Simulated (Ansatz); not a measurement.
A trace of molecular dynamics of a periodic cell of 17 atoms, NaBe16 (host Be, host structure P6_3/mmc, interstitial Na).

The calculation used DFT PBEsol, scalar-relativistic, plane waves, PAW (Ansatz). Settings: accuracy low, cutoff 420 eV, k mesh 3x3x2, fermi-dirac smearing 0.05 eV, no spin polarisation.

```json
{
  "ensemble": "NVT, Nosé–Hoover chain",
  "set temperature": "600 K",
  "thermostat": "time constant 200 fs, chain length 5",
  "seed": "835270"
}
```

```tsv
time (fs)	T (K)	potential energy less start (eV)	conserved less start (meV/atom)
0.0	600	0.000	0.00
30.0	281	0.750	4.91
60.0	322	0.697	5.49
90.0	310	0.737	4.17
120.0	304	0.821	5.53
150.0	342	0.808	5.38
180.0	333	0.910	5.98
210.0	352	0.961	7.03
240.0	350	0.987	4.63
270.0	324	1.157	8.29
300.0	356	1.146	8.71
330.0	467	0.915	5.85
360.0	534	0.815	4.85
390.0	681	0.601	6.59
420.0	867	0.302	7.46
450.0	842	0.428	8.73
480.0	821	0.395	2.99
510.0	584	0.960	8.21
540.0	819	0.429	8.62
570.0	688	0.596	8.71
600.0	793	0.155	3.18
630.0	931	-0.301	1.79
660.0	637	0.183	3.32
690.0	744	-0.161	3.81
720.0	694	-0.189	2.32
```

Problem. Can this run be trusted? Judge the integration.

Solution. The conserved energy wandered by up to 12.2 meV per atom (net 2.3 meV per atom), which is poor conservation. The mean temperature of the second half is 32 % above the set value. A run of 0.72 ps of so small a system gives no equilibrium averages. Limits of this set-up: coarse k mesh, low accuracy level. The time step was 6 fs.

Run time: 7.5 min on 1 thread of Intel(R) Xeon(R) Platinum 8259CL CPU @ 2.50GHz (Skylake/Cascade Lake), with other jobs on the host, peak memory 0.53 GiB.
